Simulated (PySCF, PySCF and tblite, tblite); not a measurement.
# C₇H₅BF₂: a path driven as rotation about a bond, and NMR exchange

Aim: the barrier and rate of rotation about a bond in C₇H₅BF₂ (`FB(F)/C=C/C#CC1=CC1`), and what it does to NMR lines.

Computed with tblite 0.8.0 (tight binding) and PySCF 2.14.0 (DFT, with response routines of our own); each step states its level. Atoms count from 0 throughout.

### Step 1. The molecule as given

15 atoms, charge 0, multiplicity 1; geometry from: force field or distance geometry start.

Bonds of the start (Å): B1–C3 1.56, B1–F2 1.46, C3–C4 1.32, C3–H10 1.09, C4–C5 1.44, C4–H11 1.08, C5–C6 1.20, C6–C7 1.43, C7–C8 1.45, C7–C9 1.40, C8–C9 1.40, C8–H12 1.08, C9–H13 1.10, C9–H14 1.11, F0–B1 1.44.

### Step 2. GFN2-xTB relaxation, start minimum

What the job is given:

```
{"job": {"xc": "GFN2-xTB", "basis": "xTB", "kind": "relax"}, "charge": 0, "multiplicity": 1}
F      4.648300     1.120400     0.021400
B      4.066500    -0.175000     0.277100
F      4.954700    -1.300500     0.561400
C      2.519100    -0.384300     0.274000
C      1.675100     0.608800     0.044800
C      0.250700     0.385600     0.037200
C     -0.934200     0.201700     0.038000
C     -2.345600    -0.020400     0.048500
C     -3.481100    -0.915100     0.180100
C     -3.662800     0.447600    -0.076900
H      2.139700    -1.388900     0.484800
H      2.036700     1.606800    -0.166200
H     -3.899900    -1.896400     0.362700
H     -4.008900     1.033900     0.788800
H     -3.962800     0.683600    -1.122800
```

Launch:

```console
$ OMP_NUM_THREADS=1 python ens_run.py task.json out
```

This one command runs the whole study; its stages follow in the order run.

The log of the run:

```text
step      E/eV     max force
  0    -764.35968    5.908
  1    -765.26416    7.026
  2    -765.70075    3.044
  3    -765.94275    1.123
  4    -766.01290    1.160
  5    -766.07397    0.799
  6    -766.10348    0.376
  7    -766.11507    0.308
  8    -766.12426    0.289
  9    -766.13272    0.251
 10    -766.13779    0.177
 11    -766.14143    0.152
 12    -766.14385    0.103
 13    -766.14526    0.078
 14    -766.14608    0.067
 15    -766.14663    0.057
 16    -766.14698    0.041
 17    -766.14718    0.033
 18    -766.14734    0.030
 19    -766.14748    0.035
 20    -766.14759    0.031
 21    -766.14764    0.021
 22    -766.14767    0.020
 23    -766.14773    0.021
 24    -766.14782    0.035
 25    -766.14795    0.046
 26    -766.14810    0.043
 27    -766.14826    0.037
 28    -766.14841    0.037
 29    -766.14854    0.029
 30    -766.14861    0.019
 31    -766.14864    0.012
 32    -766.14867    0.014
 33    -766.14871    0.018
 34    -766.14876    0.018
 35    -766.14881    0.022
 36    -766.14886    0.024
 37    -766.14892    0.026
 38    -766.14903    0.030
 39    -766.14920    0.041
 40    -766.14943    0.039
 41    -766.14960    0.026
 42    -766.14968    0.023
 43    -766.14972    0.017
 44    -766.14977    0.014
 45    -766.14980    0.013
 46    -766.14983    0.013
 47    -766.14984    0.013
 48    -766.14986    0.014
 49    -766.14989    0.012
 50    -766.14992    0.020
 51    -766.14995    0.025
 52    -766.15000    0.024
 53    -766.15006    0.028
 54    -766.15013    0.024
 55    -766.15017    0.013
 56    -766.15019    0.013
 57    -766.15021    0.012
 58    -766.15022    0.010
 59    -766.15024    0.009
 60    -766.15025    0.008
 61    -766.15025    0.007
 62    -766.15026    0.005
 63    -766.15026    0.005
 64    -766.15027    0.004
 65    -766.15027    0.005
 66    -766.15027    0.011
 67    -766.15027    0.002
```

Wall time 0.41 s (1 thread of Arm Neoverse V1, shared host).

The energy fell by 1.791 eV, and the atoms moved 0.13 Å (root mean square).

### Step 3. Relaxed scan, rotation

What the job is given:

```
{"job": {"xc": "GFN2-xTB", "basis": "xTB", "coordinate": [["t", [0, 1, 3, 4], 0.25], ["t", [0, 1, 3, 10], 0.25], ["t", [2, 1, 3, 4], 0.25], ["t", [2, 1, 3, 10], 0.25]], "kind": "drive"}, "charge": 0, "multiplicity": 1}
F      4.552187     1.061927     0.034256
B      4.049887    -0.139776     0.275461
F      4.965444    -1.066578     0.503512
C      2.540736    -0.430051     0.288977
C      1.610227     0.520890     0.054108
C      0.236755     0.285753     0.060080
C     -0.955792     0.050692     0.071326
C     -2.307334    -0.150117     0.071744
C     -3.373831    -0.907174     0.185779
C     -3.646589     0.531762    -0.095281
H      2.198668    -1.436350     0.494377
H      1.919025     1.538939    -0.154792
H     -3.810087    -1.860376     0.352482
H     -4.016175     1.173708     0.697005
H     -3.967535     0.834742    -1.086063
```

The log of the run:

```text
point  coordinate     E/eV
  0    -75.200     -766.13520
  1    -60.400     -766.09367
  2    -45.500     -766.03456
  3    -30.500     -765.97250
  4    -15.200     -765.92465
  5      0.000     -765.90610
  6     15.300     -765.92143
  7     30.500     -765.96479
  8     45.600     -766.03034
  9     60.500     -766.08798
 10     75.300     -766.12808
 11     90.000     -766.14176
```

Run time: 1.7 s. Hardware: 1 thread of Arm Neoverse V1, shared host.

The highest point is number 5, 5.3 kcal/mol above the first.

### Step 4. Nudged elastic band, leg 1

Changed since step 3:

```diff
@@ -1,2 +1,2 @@
-{"job": {"xc": "GFN2-xTB", "basis": "xTB", "coordinate": [["t", [0, 1, 3, 4], 0.25], ["t", [0, 1, 3, 10], 0.25], ["t", [2, 1, 3, 4], 0.25], ["t", [2, 1, 3, 10], 0.25]], "kind": "drive"}, "charge": 0, "multiplicity": 1}
+{"job": {"xc": "GFN2-xTB", "basis": "xTB", "kind": "neb"}, "charge": 0, "multiplicity": 1}
 F      4.552187     1.061927     0.034256
```

The log of the run:

```text
image   E - E0 / eV
  0       0.0000
  1       0.1093
  2       0.2426
  3       0.1575
  4       0.0326
  5       0.0064
  6      -0.0000
```

Wall time 2.8 s (1 thread of Arm Neoverse V1, shared host); peak memory 0.19 GiB.

The highest point is number 2, 5.6 kcal/mol above the first.

### Step 5. Saddle search, leg 1

What the job is given:

```
{"job": {"xc": "GFN2-xTB", "basis": "xTB", "kind": "saddle"}, "charge": 0, "multiplicity": 1}
F      4.792216     0.706611     0.977341
B      4.079298    -0.107251     0.224362
F      4.797519    -0.762675    -0.666678
C      2.537506    -0.295955     0.369693
C      1.610525     0.442146    -0.257290
C      0.230543     0.229503    -0.147810
C     -0.963598     0.022022    -0.087893
C     -2.318426    -0.165509    -0.047619
C     -3.388931    -0.910351     0.085683
C     -3.653089     0.529428    -0.202505
H      2.191473    -1.097129     1.014225
H      1.902894     1.259444    -0.906422
H     -3.830540    -1.862412     0.243168
H     -3.999553     1.182028     0.591714
H     -3.987837     0.830101    -1.189969
```

The log of the run:

```text
step      E/eV     max force
  0    -765.90767   0.0247
  1    -765.90980   0.1308
  2    -765.90806   0.0191
  3    -765.90960   0.0434
  4    -765.90850   0.0131
  5    -765.90940   0.0095
  6    -765.91054   0.0238
  7    -765.91126   0.0483
  8    -765.91089   0.0107
  9    -765.91128   0.0127
 10    -765.91155   0.0145
 11    -765.91179   0.0051
 12    -765.91207   0.0103
 13    -765.91233   0.0127
 14    -765.91257   0.0127
 15    -765.91277   0.0114
 16    -765.91301   0.0115
 17    -765.91310   0.0390
 18    -765.91313   0.0041
lowest wavenumbers (cm-1): -117.8 24.3 50.9 53.3 136.3 142.2
```

Wall time 5.2 s (1 thread of Arm Neoverse V1, shared host); peak memory 0.19 GiB.

Point group C1; 1 imaginary mode, 118i cm⁻¹, carried by C4, H10, H11, F2. Steps downhill from it reached both ends.

### Step 6. Shieldings, start: PBE0/pcSseg-1 in acetone

What the job is given:

```
{"job": {"kind": "nmr", "xc": "PBE0", "basis": "pcSseg-1", "solvent": "acetone", "pop": false}, "charge": 0, "multiplicity": 1}
F      4.552187     1.061927     0.034256
B      4.049887    -0.139776     0.275461
F      4.965444    -1.066578     0.503512
C      2.540736    -0.430051     0.288977
C      1.610227     0.520890     0.054108
C      0.236755     0.285753     0.060080
C     -0.955792     0.050692     0.071326
C     -2.307334    -0.150117     0.071744
C     -3.373831    -0.907174     0.185779
C     -3.646589     0.531762    -0.095281
H      2.198668    -1.436350     0.494377
H      1.919025     1.538939    -0.154792
H     -3.810087    -1.860376     0.352482
H     -4.016175     1.173708     0.697005
H     -3.967535     0.834742    -1.086063
```

The log of the run:

```text
coarse grid: 13960 points
cycle   1  E = -493.5149009066  dE =  1.697e+00  |g| = 6.488e-01  |ddm| = 3.993e+00
cycle   2  E = -493.4856057377  dE =  2.930e-02  |g| = 8.332e-01  |ddm| = 9.783e-01
cycle   3  E = -493.5885981822  dE = -1.030e-01  |g| = 6.426e-02  |ddm| = 5.058e-01
cycle   4  E = -493.5893394005  dE = -7.412e-04  |g| = 2.689e-02  |ddm| = 7.842e-02
cycle   5  E = -493.5894633393  dE = -1.239e-04  |g| = 1.479e-02  |ddm| = 3.321e-02
cycle   6  E = -493.5895183968  dE = -5.506e-05  |g| = 3.145e-03  |ddm| = 1.456e-02
cycle   7  E = -493.5895204840  dE = -2.087e-06  |g| = 1.161e-03  |ddm| = 3.373e-03
final grid: 139736 points
cycle   8  E = -493.6587588410  dE = -6.013e-05  |g| = 6.586e-03  |ddm| = 9.824e-02
cycle   9  E = -493.6587572240  dE =  1.617e-06  |g| = 7.151e-03  |ddm| = 1.312e-02
cycle  10  E = -493.6587692494  dE = -1.203e-05  |g| = 1.379e-03  |ddm| = 6.326e-03
cycle  11  E = -493.6587696945  dE = -4.451e-07  |g| = 4.089e-04  |ddm| = 1.451e-03
cycle  12  E = -493.6587697300  dE = -3.550e-08  |g| = 1.562e-04  |ddm| = 4.454e-04
cycle  13  E = -493.6587697359  dE = -5.943e-09  |g| = 4.430e-05  |ddm| = 1.617e-04
cycle  14  E = -493.6587697364  dE = -4.677e-10  |g| = 1.198e-05  |ddm| = 4.427e-05
converged SCF energy = -493.6587697364

GIAO shielding tensors (ppm)
atom      isotropic    diamagn.    paramagn.     s11        s22        s33       span
  0 F      270.960     469.071    -198.111    109.905    319.292    383.682    273.778
  1 B       76.978     193.556    -116.578     62.817     81.057     87.058     24.242
  2 F      259.908     464.072    -204.164    114.384    300.814    364.528    250.143
  3 C       47.012     257.717    -210.705    -68.279     41.796    167.520    235.800
  4 C       38.780     266.576    -227.796    -86.985     39.866    163.458    250.443
  5 C       73.471     253.821    -180.350      5.126     11.161    204.127    199.001
  6 C       86.397     245.398    -159.000     22.879     28.881    207.432    184.553
  7 C       78.912     247.765    -168.853    -58.055    109.475    185.316    243.371
  8 C       49.591     259.025    -209.434    -92.899     58.553    183.117    276.016
  9 C      173.302     256.604     -83.302    132.274    152.972    234.660    102.385
 10 H       24.996      33.078      -8.082     21.696     23.751     29.542      7.846
 11 H       24.299      32.064      -7.765     21.412     23.344     28.142      6.730
 12 H       23.412      32.651      -9.239     19.079     24.057     27.100      8.021
 13 H       30.081      30.418      -0.337     25.106     26.817     38.321     13.215
 14 H       30.088      30.511      -0.423     25.116     26.809     38.338     13.222
```

It took 33 s on 1 thread of Arm Neoverse V1, shared host; peak memory 0.93 GiB.

This run: HOMO -6.81 eV, LUMO -2.63 eV; dipole 3.65 D.

### Step 7. Shieldings, saddle of leg 1: PBE0/pcSseg-1 in acetone

What the job is given:

```
{"job": {"kind": "nmr", "xc": "PBE0", "basis": "pcSseg-1", "solvent": "acetone", "pop": false}, "charge": 0, "multiplicity": 1}
F      4.754415     0.476426     1.176594
B      4.077445    -0.129403     0.220816
F      4.837755    -0.573931    -0.760558
C      2.531705    -0.334574     0.265684
C      1.608719     0.502687    -0.229744
C      0.229939     0.266316    -0.156946
C     -0.960389     0.041145    -0.086330
C     -2.313337    -0.155334    -0.028035
C     -3.377749    -0.874838     0.234698
C     -3.653299     0.493291    -0.293358
H      2.175514    -1.240513     0.745758
H      1.900379     1.424634    -0.719140
H     -3.813819    -1.782696     0.569519
H     -4.007236     1.268436     0.378221
H     -3.990042     0.618353    -1.317180
```

The log of the run:

```text
coarse grid: 13960 points
cycle   1  E = -493.5026807628  dE =  1.702e+00  |g| = 6.550e-01  |ddm| = 3.972e+00
cycle   2  E = -493.4715677220  dE =  3.111e-02  |g| = 8.485e-01  |ddm| = 9.547e-01
cycle   3  E = -493.5788373623  dE = -1.073e-01  |g| = 7.001e-02  |ddm| = 4.897e-01
cycle   4  E = -493.5797234269  dE = -8.861e-04  |g| = 2.686e-02  |ddm| = 8.111e-02
cycle   5  E = -493.5798458537  dE = -1.224e-04  |g| = 1.481e-02  |ddm| = 3.219e-02
cycle   6  E = -493.5799015641  dE = -5.571e-05  |g| = 3.008e-03  |ddm| = 1.477e-02
cycle   7  E = -493.5799032360  dE = -1.672e-06  |g| = 1.442e-03  |ddm| = 3.455e-03
final grid: 139736 points
cycle   8  E = -493.6490346375  dE = -6.023e-05  |g| = 6.982e-03  |ddm| = 9.419e-02
cycle   9  E = -493.6490299907  dE =  4.647e-06  |g| = 8.260e-03  |ddm| = 1.394e-02
cycle  10  E = -493.6490454741  dE = -1.548e-05  |g| = 2.023e-03  |ddm| = 7.450e-03
cycle  11  E = -493.6490464836  dE = -1.010e-06  |g| = 4.233e-04  |ddm| = 1.936e-03
cycle  12  E = -493.6490465223  dE = -3.863e-08  |g| = 1.475e-04  |ddm| = 4.789e-04
cycle  13  E = -493.6490465276  dE = -5.344e-09  |g| = 4.882e-05  |ddm| = 1.709e-04
cycle  14  E = -493.6490465282  dE = -5.591e-10  |g| = 1.226e-05  |ddm| = 4.959e-05
converged SCF energy = -493.6490465282

GIAO shielding tensors (ppm)
atom      isotropic    diamagn.    paramagn.     s11        s22        s33       span
  0 F      239.815     463.976    -224.161     64.721    285.872    368.853    304.132
  1 B       74.721     191.884    -117.163     54.781     82.664     86.718     31.938
  2 F      239.803     463.880    -224.077     64.770    285.841    368.798    304.028
  3 C       43.484     263.803    -220.319    -73.803     38.444    165.809    239.612
  4 C       55.481     264.200    -208.720    -59.010     58.969    166.484    225.493
  5 C       72.740     255.489    -182.749      5.461     11.004    201.755    196.294
  6 C       95.847     245.504    -149.657     22.880     35.327    229.333    206.453
  7 C       78.547     247.908    -169.361    -59.230    109.592    185.280    244.510
  8 C       56.860     259.060    -202.200    -83.969     71.640    182.910    266.879
  9 C      173.907     256.699     -82.792    133.048    153.262    235.411    102.364
 10 H       24.761      34.057      -9.296     21.670     24.184     28.429      6.759
 11 H       25.039      31.696      -6.656     21.919     24.841     28.358      6.440
 12 H       23.758      32.821      -9.063     19.449     24.176     27.648      8.199
 13 H       30.161      30.643      -0.482     25.109     26.922     38.451     13.342
 14 H       30.177      30.590      -0.414     25.140     26.890     38.500     13.360
```

It took 38 s on 1 thread of Arm Neoverse V1, shared host; peak memory 0.93 GiB.

In short: HOMO -6.67 eV, LUMO -2.08 eV; dipole 2.04 D.

The fields below are evaluated on a grid from the run's orbitals.

Frontier orbitals at PBE0/pcSseg-1, with the share of their density that lies nearest to each atom:

```csv
orbital,energy (eV),lies on
HOMO,-6.67,"C8 23 %; C3, C5 about 15 % each; C6, C7 about 12 % each"
LUMO,-2.08,"C3, C8 about 19 % each; C4, C5, C6 about 12 % each; C7 8 %"
```

ELF in a plane through or near 11 of the atoms.

Ten even steps from ' ' (0.00) to '@' (1.00):
```
                                                        
                                                        
                                                        
                                                        
                  **@@++                                
                ..@@@@%%..  ....                        
                  @@@@%%::::++==..  ..------..          
                  **@@##++++####==..==**++**--          
          ....--::==::::%%::%%##++++####==--==          
          ::  ++####++--@@####----##++##----==..        
        ....##++##**##--++**%%::++==++**%%@@++..        
          ::  ####--**  ..**%%****++%%==::##==          
          ....==**@@@@::  ==++==::--##----##--          
                **@@@@++  ..--..  ..==##@@@@**          
                ==@@@@--            ..%%@@@@@@          
                  ====                **@@@@##          
                                      ..####..          
                                                        
                                                        
                                                        
```
The map spans 14.8 Å across and 9.0 Å up, centred on the molecule. Atoms in the plane (x, y in Å): B1 (-4.1, -0.1), C3 (-2.5, -0.4), C4 (-1.6, 0.6), C5 (-0.2, 0.3), C6 (1.0, 0.1), C7 (2.3, -0.2), C8 (3.4, -1.0), C9 (3.7, 0.5), H10 (-2.2, -1.4), H11 (-1.9, 1.6), H12 (3.8, -1.9).

On the surface of density 0.002 e/bohr³ the electrostatic potential runs, from the 1st to the 99th percentile, from -0.73 V near F0 to 1.99 V near B1.

### Step 8. Barriers, rates and exchange

What the job is given:

```
{"job": {"smiles": "FB(F)/C=C/C#CC1=CC1", "charge": 0, "mult": 1, "motion": "rotation", "what": "aryl or vinyl borane", "atoms": [1, 3], "drives": [{"terms": [["t", [0, 1, 3, 4], 0.25], ["t", [0, 1, 3, 10], 0.25], ["t", [2, 1, 3, 4], 0.25], ["t", [2, 1, 3, 10], 0.25]], "by": 180, "n": 12}], "study": "path", "level": {"kind": "nmr", "xc": "PBE0", "basis": "pcSseg-1", "solvent": "acetone"}, "fields": [270, 360, 600], "first": 4, "seed": 725, "kind": "path"}, "charge": 0, "multiplicity": 1}
F      4.552187     1.061927     0.034256
B      4.049887    -0.139776     0.275461
F      4.965444    -1.066578     0.503512
C      2.540736    -0.430051     0.288977
C      1.610227     0.520890     0.054108
C      0.236755     0.285753     0.060080
C     -0.955792     0.050692     0.071326
C     -2.307334    -0.150117     0.071744
C     -3.373831    -0.907174     0.185779
C     -3.646589     0.531762    -0.095281
H      2.198668    -1.436350     0.494377
H      1.919025     1.538939    -0.154792
H     -3.810087    -1.860376     0.352482
H     -4.016175     1.173708     0.697005
H     -3.967535     0.834742    -1.086063
```

The log of the run:

```text
stationary points (kcal/mol above the start)
  n  kind          group   xTB      DFT    lowest mode
  0  minimum      Cs       0.00     0.00      15.8
  1  saddle       C1       5.47     6.13    -117.8
  2  minimum      Cs      -0.00     0.00      15.2

GFN2-xTB energies: T/K, barrier G, reaction G (kcal/mol), k forward, k back (1/s)
 150.00     5.31    -0.01   1.13e+05    1.1e+05
 200.00     5.41    -0.01   1.01e+07   9.83e+06
 250.00     5.53    -0.01   1.52e+08   1.48e+08
 298.15     5.66    -0.01   8.85e+08   8.64e+08
 350.00     5.80    -0.02   3.46e+09   3.38e+09
 400.00     5.96    -0.02   9.27e+09   9.05e+09
 500.00     6.29    -0.02   3.72e+10   3.64e+10

PBE0/pcSseg-1 + D3(BJ), IEF-PCM acetone energies: T/K, barrier G, reaction G (kcal/mol), k forward, k back (1/s)
 150.00     5.98    -0.01   1.22e+04   1.19e+04
 200.00     6.08    -0.01    1.9e+06   1.85e+06
 250.00     6.20    -0.01   3.99e+07   3.89e+07
 298.15     6.32    -0.01   2.88e+08   2.81e+08
 350.00     6.47    -0.02   1.33e+09    1.3e+09
 400.00     6.62    -0.02   4.02e+09   3.92e+09
 500.00     6.95    -0.02   1.91e+10   1.86e+10
```

It took 87 s on 1 thread of Arm Neoverse V1, shared host; peak memory 0.93 GiB. This counts the whole study up to here.

Barriers by level (kcal/mol; entropies in cal/(mol K)). Zero-point and thermal terms come from xTB in every row. ΔG‡ leaves symmetry out; the rate counts equivalent paths (a factor of 2); effective ΔG‡, where given, is the barrier that would give that rate by Eyring's equation alone:

```csv
level,ΔE‡,with zero-point,ΔH‡,ΔS‡,ΔG‡ (298 K),ΔE of reaction,k at 298 K (1/s),effective ΔG‡
GFN2-xTB,5.47,5.15,4.73,-3.1,5.66,0.00,8.8e+08,5.25
"PBE0/pcSseg-1 + D3(BJ), IEF-PCM acetone",6.13,5.81,5.40,-3.1,6.32,0.00,2.9e+08,5.91
```

Sites that the driver pairs across this motion, and where their lines would merge (no couplings; faster rotations or exchange between molecules can average them sooner):

```csv
nucleus,sites: shielding (ppm),proton frequency (MHz),spread (Hz),coalescence (K),lines at 298 K
19F,F0: 271.0; F2: 259.9,270,2809,145,1
19F,F0: 271.0; F2: 259.9,360,3745,147,1
19F,F0: 271.0; F2: 259.9,600,6242,151,1
```

### Step 9. Summary of results

| quantity | value |
| --- | --- |
| barrier (PBE0/pcSseg-1 + D3(BJ), IEF-PCM acetone) | ΔE‡ 6.1, ΔG‡(298 K) 6.3 kcal/mol |
| barrier (GFN2-xTB) | ΔE‡ 5.5 kcal/mol |
| rate at 298 K | 2.9e+08 s⁻¹ |
| end of the path | the start, renumbered or mirrored |
| coalescence of 19F F0 | 151 K at 600 MHz |

What this shows: The barrier is 6.1 kcal/mol at the DFT level (xTB: 5.5); with thermal terms and the count of paths the DFT value gives a rate of 2.9e+08 s⁻¹ at 298 K. An error of 1.4 kcal/mol changes that rate tenfold. The 19F lines of F0 and its partners, 6242 Hz apart at 600 MHz, merge at 151 K, so by this path alone the exchange at 298 K is fast for them; other paths were not followed.
